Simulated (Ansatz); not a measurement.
# CH₁₁B₂GaSi₂: how energies converge with the basis set

An exercise on one series of results from a longer session: the logs are not shown, and one member is left open.

Program: Ansatz 0.2.0, Gaussian basis. Level of theory: one geometry, several basis sets. These are calculated values, not measurements.

The runs, in order: PBE0-D4/def2-SVP; ωB97M-V/def2-SVP; PBE0-D4/def2-QZVPP; ωB97M-V/def2-QZVPP; the functionals' def2-TZVPP values are taken from earlier runs.

**The relaxed structure**

The geometry comes from an earlier relaxation with PBE0-D4 in a triple-zeta def2 set; it is a stationary point, not always the lowest conformer.

17 atoms, charge 0, spin multiplicity 1.

Atoms are counted from 1 here; the program's logs count them from 0.

Bond lengths: C1–B2 1.526 Å, C1–H7 1.097 Å, C1–H8 1.094 Å, C1–H9 1.093 Å, B2–B3 1.522 Å, B3–Si4 2.011 Å, B3–Ga5 2.197 Å, B3–H10 1.191 Å, Si4–Ga5 2.678 Å, Si4–H11 1.486 Å, Si4–H12 1.546 Å, Si4–H13 1.484 Å, Ga5–Si6 2.414 Å, Ga5–H14 1.566 Å, Si6–H15 1.489 Å, Si6–H16 1.492 Å, Si6–H17 1.493 Å. Angles: B2–C1–H7 109.0°, B2–C1–H8 111.0°, B2–C1–H9 113.0°, H7–C1–H8 107.4°, H7–C1–H9 107.2°, H8–C1–H9 109.0°, C1–B2–B3 172.9°, B2–B3–Si4 104.2°, B2–B3–Ga5 85.4°, B2–B3–H10 136.6°, Si4–B3–Ga5 78.9°, Si4–B3–H10 117.8°, Ga5–B3–H10 111.4°, B3–Si4–Ga5 53.6°, B3–Si4–H11 118.0°, B3–Si4–H12 106.9°, B3–Si4–H13 113.7°, Ga5–Si4–H11 114.9° and more.

The first run:

File in.yaml:

```yaml
crystal:
  periodic: [false, false, false]
  atoms:
    - {symbol: C, position_ang: [0.616543, 0.329181, 2.220978]}
    - {symbol: B, position_ang: [1.273824, 0.302367, 0.844100]}
    - {symbol: B, position_ang: [1.820050, 0.126717, -0.565516]}
    - {symbol: Si, position_ang: [0.934112, -1.550554, -1.234344]}
    - {symbol: Ga, position_ang: [-0.122745, 0.910519, -1.227597]}
    - {symbol: Si, position_ang: [-2.232597, 0.688430, -0.076007]}
    - {symbol: H, position_ang: [-0.145861, -0.457506, 2.267986]}
    - {symbol: H, position_ang: [1.346978, 0.123097, 3.008568]}
    - {symbol: H, position_ang: [0.117806, 1.277243, 2.438413]}
    - {symbol: H, position_ang: [2.713179, 0.579266, -1.210956]}
    - {symbol: H, position_ang: [0.357390, -2.482430, -0.230451]}
    - {symbol: H, position_ang: [-0.328000, -1.113328, -2.012882]}
    - {symbol: H, position_ang: [1.737733, -2.291183, -2.237823]}
    - {symbol: H, position_ang: [0.014406, 1.629268, -2.611748]}
    - {symbol: H, position_ang: [-3.413781, 0.735201, -0.981042]}
    - {symbol: H, position_ang: [-2.297276, -0.592943, 0.685700]}
    - {symbol: H, position_ang: [-2.391780, 1.786655, 0.922622]}
basis:
  gaussian: {orbitals: def2-SVP}
hamiltonian: {xc: pbe0, dispersion: d4}
output: {orbitals: {seedname: orbitals}}
```

Command:

```
ansatz run in.yaml --threads 2 --pin off --events-out ev --progress --plain --max-ram 22528MiB --backend cpu
```

Among the steps run: PBE0-D4 in def2-SVP; ωB97M-V in def2-SVP; PBE0-D4 in def2-QZVPP; ωB97M-V in def2-QZVPP.

One of the session's tables, all rows but one given; the rest of the session is left out.

It belongs to the step «Functionals by basis». 

| functional | basis | HOMO (eV) | LUMO (eV) |
| --- | --- | --- | --- |
| PBE0-D4 | def2-SVP | ? | ? |
| PBE0-D4 | def2-TZVPP | -6.68 | -1.57 |
| PBE0-D4 | def2-QZVPP | -6.68 | -1.58 |
| ωB97M-V | def2-SVP | -8.58 | 0.39 |
| ωB97M-V | def2-TZVPP | -8.61 | 0.26 |
| ωB97M-V | def2-QZVPP | -8.61 | 0.17 |

Q: Estimate the row for PBE0-D4, def2-SVP from the others.

As computed: HOMO (eV): -6.68; LUMO (eV): -1.52.
